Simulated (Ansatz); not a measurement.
# HfSiO4: the cost of one run

Method: DFT PBE, scalar-relativistic, plane waves, PAW, in Ansatz 0.2.0.

### Step 1. The system as given

Symmetry: I4_1/amd, No. 141, tetragonal system. The conventional cell has a = 6.572 Å, b = 6.572 Å, c = 5.963 Å, α = 90.00°, β = 90.00°, γ = 90.00°. Hf (site symmetry -4m2) is surrounded by 8 O at 2.11 to 2.26 Å. Around Si (site symmetry -4m2) lie 4 O at 1.62 Å. Around O (site symmetry m) lie 1 Si at 1.62 Å and 2 Hf at 2.11 to 2.26 Å.

As a file:

```
CELL_PARAMETERS angstrom
-3.28625 3.28625 2.98160
3.28625 -3.28625 2.98160
3.28625 3.28625 -2.98160
ATOMIC_POSITIONS crystal
Hf 0.75000 0.25000 0.50000
Hf 0.00000 0.00000 0.00000
Si 0.25000 0.75000 0.50000
Si 0.50000 0.50000 0.00000
O 0.13530 0.31980 0.81550
O 0.06980 0.75430 0.68450
O 0.50430 0.31980 0.18450
O 0.06980 0.38530 0.31550
O 0.61470 0.93020 0.68450
O 0.68020 0.86470 0.18450
O 0.24570 0.93020 0.31550
O 0.68020 0.49570 0.81550
```

The structure comes from the Crystallography Open Database.

### Step 2. The base run

input.yaml

```yaml
crystal:
  lattice:
    - [-3.28625, 3.28625, 2.9816]
    - [3.28625, -3.28625, 2.9816]
    - [3.28625, 3.28625, -2.9816]
  atoms:
    - { symbol: Hf, position: [0.75, 0.25, 0.5] }
    - { symbol: Hf, position: [0.0, 0.0, 0.0] }
    - { symbol: Si, position: [0.25, 0.75, 0.5] }
    - { symbol: Si, position: [0.5, 0.5, 0.0] }
    - { symbol: O, position: [0.1353, 0.3198, 0.8155] }
    - { symbol: O, position: [0.0698, 0.7543, 0.6845] }
    - { symbol: O, position: [0.5043, 0.3198, 0.1845] }
    - { symbol: O, position: [0.0698, 0.3853, 0.3155] }
    - { symbol: O, position: [0.6147, 0.9302, 0.6845] }
    - { symbol: O, position: [0.6802, 0.8647, 0.1845] }
    - { symbol: O, position: [0.2457, 0.9302, 0.3155] }
    - { symbol: O, position: [0.6802, 0.4957, 0.8155] }
basis:
  ecutwfc: 500
  fft_grid_basis: typed
kpoints:
  mp_grid: { grid: [6, 6, 6] }
hamiltonian:
  xc: pbe
scf:
  occupations: { method: gaussian, width: 0.05 }
output:
  forces: true
  stress: true
  eigenvalues: true
  bader: true
  write_density: true
  volumetric_format: npy
  elf: true
```

Run with:

```
> ansatz run input.yaml --threads 2 --pin off --max-ram 4096MiB --backend cpu --events-out ev --progress --plain --runs-dir out
```

Q: Estimate wall time and peak memory on 2 threads of Intel Xeon 6975P-C (Granite Rapids), shared host.

About 51 s, with a peak of 0.68 GiB.
